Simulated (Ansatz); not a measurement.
This script makes a convergence test of the k-point mesh of ZnS, space group F-43m with the Ansatz DFT code, driven from Python.

`kconv_zns.py`
```python
# -*- coding: utf-8 -*-
"""k-point test for ZnS."""

import ansatz as az
from ase import Atoms
import pandas as pd

atoms = Atoms(
    ["Zn", "S"],
    scaled_positions=[
        [0.25, 0.25, 0.25],
        [0.0, 0.0, 0.0],
    ],
    cell=[
        [0.0, 2.702, 2.702],
        [2.702, 0.0, 2.702],
        [2.702, 2.702, 0.0],
    ],
    pbc=True,
)
system = az.Crystal.from_ase(atoms)

setup = (
    system.calculation()
    .occupations(az.OccupationsMethod.FIXED)
    .pseudopotentials("paw")
    .functional(az.Functional.PBE)
    .forces()
    .stress()
)

rows = []
for value in [(4, 4, 4), (6, 6, 6), (8, 8, 8), (10, 10, 10)]:
    data = setup.kpoints(mesh=value).run(threads=1, pin="off").report
    rows.append((value, data["free_energy_ev"] / len(data["lattice"]["sites"]), data["n_iterations"], sum(data["stress_gpa"][i][i] for i in range(3)) / 3, max(abs(f) for row in data["forces_ev_ang"] for f in row), data["n_kpoints"]))

table = pd.DataFrame(rows, columns=["mesh", "F/atom (eV)", "iterations", "P (GPa)", "max component (eV/A)", "k-points"])
print(table.round(5).to_string(index=False))

# the last row is the reference
for row in rows[:-1]:
    shift = 1000 * (row[1] - rows[-1][1])
    print(f"{row[0]}: {shift:+.2f} meV/atom" + ("  (within 2 meV)" if abs(shift) < 2 else ""))
```

From which mesh on is the energy per atom within 2 meV of the last row, and how does it get there?

From 6×6×6 on it stays within 2 meV an atom of the value at 10×10×10; the first row (4×4×4) is off by 23.4 meV and the last but one by 0.14 meV. The pressure moves from 1.90 to 1.60 GPa.

The run itself:

Output of `python kconv_zns.py`:
```text
DeckWarning: basis.ecutwfc = 420 eV, auto-derived from the records' recommended cutoffs: set by Zn (normal level)
        mesh  F/atom (eV)  iterations  P (GPa)  max component (eV/A)  k-points
   (4, 4, 4)  -2111.34171           7  1.90147                   0.0         8
   (6, 6, 6)  -2111.36351           6  1.61747                   0.0        16
   (8, 8, 8)  -2111.36494           6  1.59945                   0.0        29
(10, 10, 10)  -2111.36508           6  1.59781                   0.0        47
(4, 4, 4): +23.37 meV/atom
(6, 6, 6): +1.57 meV/atom  (within 2 meV)
(8, 8, 8): +0.14 meV/atom  (within 2 meV)
```
(Warnings from the package without file and line.)

Caveats:
- Forces vanish by symmetry here and test nothing.
- Of the deposited cell: the entry's cell lengths or inner coordinates differ somewhat from later room-temperature determinations.
- Pressure is positive in compression.
- The starting cell is as deposited in a crystallographic database; the results hold for this polymorph, which needn't be the stable one.
- Shifts are counted from the finest mesh, which is itself no proven limit.
- Processor time in the engine: 3.6 s on 1 thread of Intel(R) Xeon(R) Processor @ 2.30GHz, with other jobs on the host, peak memory 0.55 GiB.
